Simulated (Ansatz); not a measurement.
# Si4Sb: one candidate of a structure search, part 2 of 2

Aim: relax a trial structure of Si4Sb and see where it ends.

Ansatz 0.2.0; DFT PBE, scalar-relativistic, plane waves, PAW. Earlier steps stand in the parts before.

## Step 4: Relaxation on the finer mesh

The end of the coarse run is made exact in the group found at a tolerance of 0.06 Å and reduced to its primitive cell.

Contents of input.yaml:

```yaml
crystal:
  lattice:
    - [4.9573875139, 0.0, 0.0]
    - [-2.478693757, 4.2932235235, 0.0]
    - [0.0, 0.0, 7.449923896]
  atoms:
    - { symbol: Si, position: [0.0, 0.0, 0.3526584181] }
    - { symbol: Si, position: [0.0, 0.0, 0.6473415819] }
    - { symbol: Si, position: [0.3333333333, 0.6666666667, 0.0] }
    - { symbol: Si, position: [0.6666666667, 0.3333333333, 0.0] }
    - { symbol: Sb, position: [0.0, 0.0, 0.0] }
basis:
  ecutwfc: 420
kpoints:
  mp_grid: { grid: [9, 9, 6] }
hamiltonian:
  xc: pbe
scf:
  occupations: { method: gaussian, width: 0.1 }
output:
  forces: true
  stress: true
  eigenvalues: true
relax:
  adjacent_minimum: "off"
  f_tol: 0.01
  max_steps: 80
  cell: { stress_tol: 0.05 }
```

The run is started by

```
ansatz run input.yaml --threads 1 --pin off --max-ram 2048MiB --backend cpu --events-out ev --progress --plain --runs-dir out
```

The program printed:

```text
Warning: RAYON_NUM_THREADS=1 ignored (pool sized by the plan → 1); use --threads N
Engine: ansatz 0.2.0, x86_64-unknown-linux-gnu
Pseudopotentials: kind: paw
Pseudopotential: Si, paw, valence charge 4, recommended cutoff 420 eV (normal), Si.paw.azcp
Pseudopotential: Sb, paw, valence charge 15, recommended cutoff 420 eV (normal), Sb.paw.azcp
Functional definition: PBE
  parameter kappa = 0.804
  parameter beta = 0.06672455060314922
  exchange = pbe_x(kappa = kappa, mu = beta*pi^2/3)
  correlation = pbe_c(beta = beta)
Crystal: 5 atoms, lattice volume = 158.558 Å³
Basis set: ecut = 420 eV, 3079 PW (Γ), exchange–correlation on 72×72×100 points (8 copies of the dense FFT grid, shifted against one another)
Bands: 21, of which v1, the nominal top of the filled ones, is band 16 counted from 1 (15 counted from 0)
Symmetry: 24 space group operations
Space group: P6/mmm (ITA 191), of the structure as read, at distance tolerance 5.4e-5 Å
k-points: 48 of 486
Non-local potential: Si, projectors of the file, l = 0: 2, l = 1: 2, l = 2: 2
Non-local potential: Sb, projectors of the file, l = 0: 2, l = 1: 2, l = 2: 2, l = 3: 2
PAW form: soft (Blöchl's): semilocal exchange-correlation on the pseudo side does not see the compensation charge
PAW one-centre angular grid: Si, 110 points (default); XC on 64 Gauss nodes
PAW one-centre angular grid: Sb, 590 points (default); XC on 64 Gauss nodes
Initial density: superposition of atomic densities (neutral atoms: chi_scale 0, normalization atom), corrected by the library's trained network
Initial wavefunctions: pseudopotential atomic-orbital guess
Functional: x = pbe(κ = 0.804, μ = 0.2195149727645171), c = pbe(β = 0.06672455060314922)
SCF iter   1: F=—  HF=-9020.623312 eV  |F-HF|=—  |Δ(HF+E_count)|=         —  Δρ=2.39e-3  dr2=2.59e-2  ethr=1.77e-3  ⟨swp⟩=7.8  Hψ=5809  notcnv=0
preconditioner: auto → LDOS  [metal: Δε(μ)=0.024 eV  Ē_g=6.292 eV  σ=0.100 eV  W_gap=0.13  n_scr=22 (ndim 8)  ℏωp=13.5 eV  f_vac=0.059  D(μ)=2.47/eV (n_scr^D=8)  β→1.0]
SCF iter   2: F=—  HF=-9020.625132 eV  |F-HF|=—  |Δ(HF+E_count)|=   1.82e-3  Δρ=1.23e-3  dr2=4.52e-3  ethr=8.35e-5  ⟨swp⟩=2.1  Hψ=1880  notcnv=0
SCF iter   3: F=—  HF=-9020.624327 eV  |F-HF|=—  |Δ(HF+E_count)|=   8.05e-4  Δρ=3.95e-4  dr2=7.04e-4  ethr=1.46e-5  ⟨swp⟩=2.2  Hψ=1527  notcnv=0
SCF iter   4: F=—  HF=-9020.624285 eV  |F-HF|=—  |Δ(HF+E_count)|=   4.22e-5  Δρ=1.10e-4  dr2=4.57e-5  ethr=2.27e-6  ⟨swp⟩=2.2  Hψ=1410  notcnv=0
SCF iter   5: F=—  HF=-9020.624269 eV  |F-HF|=—  |Δ(HF+E_count)|=   1.62e-5  Δρ=2.82e-5  dr2=2.14e-6  ethr=1.47e-7  ⟨swp⟩=2.0  Hψ=1438  notcnv=0
SCF iter   6: F=—  HF=-9020.624269 eV  |F-HF|=—  |Δ(HF+E_count)|=   1.33e-7  Δρ=9.46e-6  dr2=2.08e-7  ethr=6.91e-9  ⟨swp⟩=2.0  Hψ=1736  notcnv=0
SCF iter   7: F=-9020.624269 eV  HF=-9020.624269 eV  |F-HF|=9.50e-9  |Δ(HF+E_count)|=   1.60e-8  Δρ=1.94e-6  dr2=7.85e-9  ethr=3.23e-10  ⟨swp⟩=8.3  Hψ=5208  notcnv=0
SCF 1 converged in 7 iterations: F = -9020.624269 eV  dr2 = 7.85e-9
relax step   1: F+E_penalty+E_count = -9020.62426919 eV  Δ(F+E_penalty+E_count) = +0.000e0 eV  max|allowed force component| = 6.821e-2 eV/Å  Δτ_max = 0.0000 Å  P = +0.008 GPa  Ω = 158.558 Å³  (7 SCF iters, dr2 threshold 1.00e-7 eV, accepted)
Crystal: 5 atoms, lattice volume = 158.013 Å³
Basis set: ecut = 420 eV, 3055 PW (Γ), exchange–correlation on 72×72×100 points (8 copies of the dense FFT grid, shifted against one another)
Initial density: handed on by an earlier stage of this run
Initial wavefunctions: those handed on with the density
iter 1 solved again at ethr=2.42e-5 eV; its pass at ethr=3.10e-3 eV (dr2=7.52e-3 eV) is discarded
SCF iter   1: F=—  HF=-9020.633188 eV  |F-HF|=—  |Δ(HF+E_count)|=         —  Δρ=1.02e-3  dr2=7.91e-3  ethr=2.42e-5  ⟨swp⟩=1.2  Hψ=6352  notcnv=0
preconditioner: auto → LDOS  [metal: Δε(μ)=0.012 eV  Ē_g=6.292 eV  σ=0.100 eV  W_gap=0.07  n_scr=22 (ndim 8)  ℏωp=13.5 eV  f_vac=0.034  D(μ)=3.05/eV (n_scr^D=22)  β→1.0]
SCF iter   2: F=—  HF=-9020.632025 eV  |F-HF|=—  |Δ(HF+E_count)|=   1.16e-3  Δρ=3.27e-4  dr2=6.75e-4  ethr=2.42e-5  ⟨swp⟩=2.1  Hψ=1424  notcnv=0
SCF iter   3: F=—  HF=-9020.631907 eV  |F-HF|=—  |Δ(HF+E_count)|=   1.18e-4  Δρ=4.81e-5  dr2=7.90e-6  ethr=2.18e-6  ⟨swp⟩=2.2  Hψ=1465  notcnv=0
SCF iter   4: F=—  HF=-9020.631886 eV  |F-HF|=—  |Δ(HF+E_count)|=   2.07e-5  Δρ=1.80e-5  dr2=8.83e-7  ethr=1.61e-9  ⟨swp⟩=8.7  Hψ=5657  notcnv=0
SCF iter   5: F=-9020.631886 eV  HF=-9020.631886 eV  |F-HF|=3.84e-8  |Δ(HF+E_count)|=   2.34e-7  Δρ=4.04e-6  dr2=9.23e-8  ethr=1.61e-9  ⟨swp⟩=5.4  Hψ=3770  notcnv=0
SCF 2 converged in 5 iterations: F = -9020.631886 eV  dr2 = 9.23e-8
relax step   2: F+E_penalty+E_count = -9020.63188602 eV  Δ(F+E_penalty+E_count) = -7.617e-3 eV  max|allowed force component| = 6.028e-2 eV/Å  Δτ_max = 0.0101 Å  P = +0.034 GPa  Ω = 158.013 Å³  energy of the carried Pulay correction = +5.803e-5 eV  (5 SCF iters, dr2 threshold 5.00e-7 eV, accepted)
Crystal: 5 atoms, lattice volume = 158.155 Å³
iter 1 solved again at ethr=1.89e-7 eV; its pass at ethr=3.10e-3 eV (dr2=5.85e-5 eV) is discarded
SCF iter   1: F=—  HF=-9020.632361 eV  |F-HF|=—  |Δ(HF+E_count)|=         —  Δρ=1.61e-4  dr2=9.32e-5  ethr=1.89e-7  ⟨swp⟩=3.0  Hψ=6825  notcnv=0
preconditioner: auto → LDOS  [metal: Δε(μ)=0.017 eV  Ē_g=6.288 eV  σ=0.100 eV  W_gap=0.10  n_scr=22 (ndim 8)  ℏωp=13.5 eV  f_vac=0.034  D(μ)=2.91/eV (n_scr^D=22)  β→1.0]
SCF iter   2: F=—  HF=-9020.632313 eV  |F-HF|=—  |Δ(HF+E_count)|=   4.75e-5  Δρ=7.42e-5  dr2=1.85e-5  ethr=1.89e-7  ⟨swp⟩=2.0  Hψ=1525  notcnv=0
SCF iter   3: F=—  HF=-9020.632308 eV  |F-HF|=—  |Δ(HF+E_count)|=   5.11e-6  Δρ=1.39e-5  dr2=8.62e-7  ethr=5.96e-8  ⟨swp⟩=2.0  Hψ=1465  notcnv=0
SCF iter   4: F=-9020.632308 eV  HF=-9020.632308 eV  |F-HF|=1.53e-8  |Δ(HF+E_count)|=   1.52e-7  Δρ=3.69e-6  dr2=2.35e-8  ethr=7.33e-10  ⟨swp⟩=6.9  Hψ=4717  notcnv=0
SCF 3 converged in 4 iterations: F = -9020.632308 eV  dr2 = 2.35e-8
relax step   3: F+E_penalty+E_count = -9020.63230806 eV  Δ(F+E_penalty+E_count) = -4.220e-4 eV  max|allowed force component| = 1.751e-2 eV/Å  Δτ_max = 0.0025 Å  P = +0.002 GPa  Ω = 158.155 Å³  energy of the carried Pulay correction = +4.288e-5 eV  (4 SCF iters, dr2 threshold 2.27e-7 eV, accepted)
Crystal: 5 atoms, lattice volume = 158.150 Å³
iter 1 solved again at ethr=3.92e-7 eV; its pass at ethr=3.10e-3 eV (dr2=1.21e-4 eV) is discarded
SCF iter   1: F=—  HF=-9020.632365 eV  |F-HF|=—  |Δ(HF+E_count)|=         —  Δρ=1.13e-4  dr2=1.24e-4  ethr=3.92e-7  ⟨swp⟩=1.0  Hψ=5331  notcnv=0
preconditioner: auto → LDOS  [metal: Δε(μ)=0.017 eV  Ē_g=6.287 eV  σ=0.100 eV  W_gap=0.10  n_scr=22 (ndim 8)  ℏωp=13.5 eV  f_vac=0.034  D(μ)=2.92/eV (n_scr^D=22)  β→1.0]
SCF iter   2: F=—  HF=-9020.632353 eV  |F-HF|=—  |Δ(HF+E_count)|=   1.22e-5  Δρ=5.69e-5  dr2=2.14e-5  ethr=3.92e-7  ⟨swp⟩=2.0  Hψ=1238  notcnv=0
SCF iter   3: F=—  HF=-9020.632317 eV  |F-HF|=—  |Δ(HF+E_count)|=   3.61e-5  Δρ=9.92e-6  dr2=4.62e-7  ethr=6.89e-8  ⟨swp⟩=2.0  Hψ=1312  notcnv=0
SCF iter   4: F=—  HF=-9020.632316 eV  |F-HF|=—  |Δ(HF+E_count)|=   5.82e-7  Δρ=2.80e-6  dr2=2.13e-8  ethr=1.49e-9  ⟨swp⟩=2.0  Hψ=1509  notcnv=0
SCF iter   5: F=-9020.632316 eV  HF=-9020.632316 eV  |F-HF|=6.91e-11  |Δ(HF+E_count)|=   1.03e-8  Δρ=4.19e-7  dr2=5.41e-10  ethr=6.18e-11  ⟨swp⟩=4.9  Hψ=3339  notcnv=0
SCF 4 converged in 5 iterations: F = -9020.632316 eV  dr2 = 5.41e-10
relax step   4: F+E_penalty+E_count = -9020.63231627 eV  Δ(F+E_penalty+E_count) = -8.217e-6 eV  max|allowed force component| = 1.046e-2 eV/Å  Δτ_max = 0.0011 Å  P = -0.009 GPa  Ω = 158.150 Å³  energy of the carried Pulay correction = +4.345e-5 eV  (5 SCF iters, dr2 threshold 1.92e-8 eV, accepted)
Crystal: 5 atoms, lattice volume = 158.132 Å³
iter 1 solved again at ethr=7.31e-8 eV; its pass at ethr=3.10e-3 eV (dr2=2.27e-5 eV) is discarded
SCF iter   1: F=—  HF=-9020.632357 eV  |F-HF|=—  |Δ(HF+E_count)|=         —  Δρ=4.88e-5  dr2=2.35e-5  ethr=7.31e-8  ⟨swp⟩=1.0  Hψ=5333  notcnv=0
SCF iter   2: F=—  HF=-9020.632325 eV  |F-HF|=—  |Δ(HF+E_count)|=   3.16e-5  Δρ=2.42e-5  dr2=3.96e-6  ethr=7.31e-8  ⟨swp⟩=2.0  Hψ=1287  notcnv=0
SCF iter   3: F=—  HF=-9020.632324 eV  |F-HF|=—  |Δ(HF+E_count)|=   1.74e-6  Δρ=4.12e-6  dr2=7.28e-8  ethr=1.28e-8  ⟨swp⟩=2.0  Hψ=1294  notcnv=0
SCF iter   4: F=-9020.632324 eV  HF=-9020.632324 eV  |F-HF|=7.37e-10  |Δ(HF+E_count)|=   1.44e-8  Δρ=1.21e-6  dr2=3.81e-9  ethr=2.21e-11  ⟨swp⟩=5.3  Hψ=3759  notcnv=0
SCF 5 converged in 4 iterations: F = -9020.632324 eV  dr2 = 3.81e-9
relax step   5: F+E_penalty+E_count = -9020.63232366 eV  Δ(F+E_penalty+E_count) = -7.389e-6 eV  max|allowed force component| = 9.978e-5 eV/Å  Δτ_max = 0.0004 Å  P = +0.001 GPa  Ω = 158.132 Å³  energy of the carried Pulay correction = +4.529e-5 eV  (4 SCF iters, dr2 threshold 6.84e-9 eV, accepted)
Basis set: ecut = 420 eV, 3055 PW (Γ), exchange–correlation on 72×72×108 points (8 copies of the dense FFT grid, shifted against one another)
Initial wavefunctions: pseudopotential atomic-orbital guess (no wavefunctions were taken with the density)
iter 1 solved again at ethr=7.60e-7 eV; its pass at ethr=3.10e-3 eV (dr2=2.36e-4 eV) is discarded
SCF iter   1: F=—  HF=-9020.632324 eV  |F-HF|=—  |Δ(HF+E_count)|=         —  Δρ=7.22e-6  dr2=1.57e-8  ethr=7.60e-7  ⟨swp⟩=3.2  Hψ=8455  notcnv=0
eigensolver tolerance schedule: the retry pair's looser diagonalisation over-reported the residual by 15003.18 of it (diagonalisation noise at an unbounded share of the residual, at the tolerance the schedule requests for it); recorded, not acted on — ethr = c·dr2/N_el stays at c = 1.0e-1
preconditioner: auto → LDOS  [metal: Δε(μ)=0.017 eV  Ē_g=6.288 eV  σ=0.100 eV  W_gap=0.10  n_scr=22 (ndim 8)  ℏωp=13.5 eV  f_vac=0.035  D(μ)=2.91/eV (n_scr^D=22)  β→1.0]
SCF iter   2: F=—  HF=-9020.632294 eV  |F-HF|=—  |Δ(HF+E_count)|=   3.00e-5  Δρ=2.13e-6  dr2=6.61e-9  ethr=5.07e-11  ⟨swp⟩=4.2  Hψ=2788  notcnv=0
SCF iter   3: F=—  HF=-9020.632294 eV  |F-HF|=—  |Δ(HF+E_count)|=   1.78e-9  Δρ=6.07e-7  dr2=8.06e-10  ethr=2.13e-11  ⟨swp⟩=2.7  Hψ=1747  notcnv=0
SCF iter   4: F=—  HF=-9020.632294 eV  |F-HF|=—  |Δ(HF+E_count)|=  5.22e-10  Δρ=1.65e-7  dr2=1.59e-10  ethr=2.60e-12  ⟨swp⟩=2.0  Hψ=1462  notcnv=0
SCF iter   5: F=-9020.632294 eV  HF=-9020.632294 eV  |F-HF|=1.82e-12  |Δ(HF+E_count)|=  2.91e-11  Δρ=8.04e-8  dr2=1.08e-11  ethr=1.00e-12  ⟨swp⟩=6.6  Hψ=4395  notcnv=0
SCF 6 converged in 5 iterations: F = -9020.632294 eV  dr2 = 1.08e-11
relax step   6: F+E_penalty+E_count = -9020.63229384 eV  Δ(F+E_penalty+E_count) = +2.982e-5 eV  max|allowed force component| = 6.168e-5 eV/Å  Δτ_max = 0.0000 Å  P = +0.000 GPa  Ω = 158.132 Å³  stress off target by 2.52e-3 GPa  SCF on the basis re-selected at this cell (its energy is not comparable with the rows above)  (5 SCF iters)
basis re-selected at this cell: Δ(F+E_penalty+E_count) = +2.982e-5 eV, ΔP = -0.000 GPa vs the last step (what re-selecting the basis moved, of the pressure what is left beyond the Pulay correction that the steps carried, after the strain that the cell walked since its last selection, with what the two solves' SCF thresholds leave and, on support functions, any second-order correction that the steps lacked; it is no measure of the basis error at this ecutwfc). The dense FFT grid was sized anew with the basis: this SCF ran on 36×36×54 points, the steps before it on 36×36×50, so part of this shift can come from that change (see relax.cell in the input reference). This SCF's stress stands 2.52e-3 GPa from its target on what of the cell is left free (relax.cell.stress_tol is 5.00e-2 GPa) and its largest allowed force component is 6.17e-5 eV/Å (relax.f_tol is 1.00e-2 eV/Å): within both
SCF converged after 5 iterations
Free energy (F): -9020.632294 eV
Harris-Foulkes:  -9020.632294 eV  (|F-HF|=1.82e-12)
Internal energy: -9020.617734 eV  (E = F + TS)
E sigma→0 (E₀):  -9020.625014 eV
Entropy (-TS):   -0.014559 eV (-2.912 meV/atom)
Fermi energy:    3.650858 eV
--- Per-component energies (eV) ---
  E_band       = -278.050055
  E_kinetic    = 353.939595
  E_local      = -2962.497327  (includes V_loc(G=0)·N_el)
  E_nonlocal   = 468.043963
  E_hartree    = 1319.250485
  E_xc         = -352.683414
  E_vxc        = -273.965080  (∫ρ·V_xc dr)
  E_paw        = -6623.816519  (= ΣΔE_a)
  E_vpaw       = -502.072151  (= ΣTr[D̂ρ^β])
  E_aug_tail   = 0.000031  (compensation charges beyond the density's cutoff)
  E_ewald      = -1222.854548
  E_smearing   = -0.014559  (= −TS)
  E_closure    = -0.000000  (closes the sum)
  Σ components = -9020.632294   (vs F -9020.632294, Δ=0.00e0)
--- Forces (eV/Å), atoms counted from 1 ---
  atom   1  Si     0.00000000     0.00000000     0.00006168
  atom   2  Si    -0.00000000    -0.00000000    -0.00006168
  atom   3  Si     0.00000000     0.00000000    -0.00000000
  atom   4  Si    -0.00000000    -0.00000000     0.00000000
  atom   5  Sb     0.00000000    -0.00000000     0.00000000
  max |Σ_I F_I| component: 4.63e-18 eV/Å
--- Stress (GPa, compression-positive) ---
       -0.000629      -0.000000      -0.000000
       -0.000000      -0.000629       0.000000
       -0.000000       0.000000       0.002515
  P = ⅓ Tr σ = 0.0004 GPa (0.004 kbar)
--- Band table (eV; the first three rows and the last of 48) ---
  k-point 0: bands = ["-25.7408", "-25.7095", "-25.7095", "-25.7026", "-25.7026", "-8.5080", "-4.5563", "-3.0377", "-1.6570", "-0.1777", "0.1737", "0.1737", "1.2755", "1.2755", "2.8415", "3.6157", "3.9705", "3.9705", "5.0546", "5.6690", "5.6690"]
  k-point 1: bands = ["-25.7408", "-25.7095", "-25.7095", "-25.7026", "-25.7026", "-8.4998", "-4.7211", "-2.7672", "-1.5899", "-0.1775", "0.1810", "0.1810", "1.2759", "1.2759", "2.0978", "3.6677", "3.8428", "3.8428", "5.7268", "5.9186", "5.9186"]
  k-point 2: bands = ["-25.7408", "-25.7095", "-25.7095", "-25.7026", "-25.7026", "-8.4829", "-4.9648", "-2.3487", "-1.2724", "-0.1771", "0.1958", "0.1958", "0.9596", "1.2769", "1.2769", "3.6367", "3.6419", "3.6419", "6.2356", "6.4229", "6.4229"]
  k-point 47: bands = ["-25.7397", "-25.7089", "-25.7089", "-25.7028", "-25.7028", "-7.0622", "-4.8348", "-4.6934", "-4.6934", "-0.2468", "-0.1225", "1.9112", "1.9112", "2.7853", "2.7853", "3.0269", "4.4537", "4.4537", "5.5533", "5.5533", "8.5395"]
--- Relaxed structure (5 steps of the walk, 5 accepted, 1 SCFs on fresh bases) ---
  F+E_penalty+E_count = -9020.63229384 eV   max|allowed force component| = 6.168e-5 eV/Å   (the final SCF, on the basis selected at the relaxed cell)
  cell:  # Å, volume = 158.1323 Å³
    - [4.928863936824503, 2.8701405879679655e-11, -2.675392022648074e-33]
    - [-2.4644319684371077, 4.268521381072648, 1.337696011337529e-33]
    - [-2.6067357901132413e-33, 0.0, 7.516165944239673]
  atoms:
    - { symbol: Si, position: [-9.37132679186706e-35, -2.2429882037632088e-36, 0.35357078162429223] }
    - { symbol: Si, position: [1.5770983265518238e-34, 5.383171690437974e-35, 0.6464292183757079] }
    - { symbol: Si, position: [0.3333333333333333, 0.6666666666666666, 4.3659593881259586e-20] }
    - { symbol: Si, position: [0.6666666666666666, 0.3333333333333333, 4.365959388125964e-20] }
    - { symbol: Sb, position: [7.203297562689101e-35, 3.140183486102244e-35, 4.3659593881259616e-20] }
```

Run time: 2.4 min. Hardware: 1 thread of AMD EPYC, shared host; peak memory 0.58 GiB.

Relaxation path:

```csv
step,E - E(step 1) (eV/cell),largest force component (eV/Å),pressure (GPa),volume (Å³)
1,0.0000,0.0682,0.01,158.56
2,-0.0076,0.0603,0.03,158.01
3,-0.0080,0.0175,0.00,158.15
4,-0.0080,0.0105,-0.01,158.15
5,-0.0081,0.0001,0.00,158.13
6,-0.0080,0.0001,0.00,158.13
```

Step 1 is the start. Step 6 repeats the geometry before it on a plane-wave basis chosen anew for that cell, so its energy need not be comparable with the rows above.

|  | before | after | change |
| --- | --- | --- | --- |
| a (Å) | 4.957 | 4.929 | -0.6 % |
| b (Å) | 4.957 | 4.929 | -0.6 % |
| c (Å) | 7.450 | 7.516 | +0.9 % |
| volume (Å³/atom) | 31.71 | 31.63 | -0.3 % |
| shortest distance (Å) | 2.195 | 2.201 | +0.3 % |
| space group (0.01 Å) | P6/mmm | P6/mmm | same |

The run keeps the 24 symmetry operations of the start, so it could not have lowered the symmetry.

## Step 5: Summary of results

This closing draws on all 2 parts. Changes of volume or cell count from the first structure of part 1.

```
                              quantity                                                                       value
symmetry at the end (tolerance 0.05 Å)                                                space group P6/mmm (No. 191)
                     conventional cell  a = 4.929 Å, b = 4.929 Å, c = 7.516 Å, α = 90.00°, β = 90.00°, γ = 120.00°
                                volume                                                               31.63 Å³/atom
              energy over the elements                                                               +1.42 eV/atom
                       gap on the mesh                                                                none (metal)
```

In words: The space group P6/mmm (No. 191) is kept, and the volume per atom grows by 81.2 % from the first guess. The formation energy is positive, so the separate elements lie lower. No finished test with a distortion of lower symmetry is shown, so the end may be a saddle point. Spin-orbit coupling is left out for Sb.
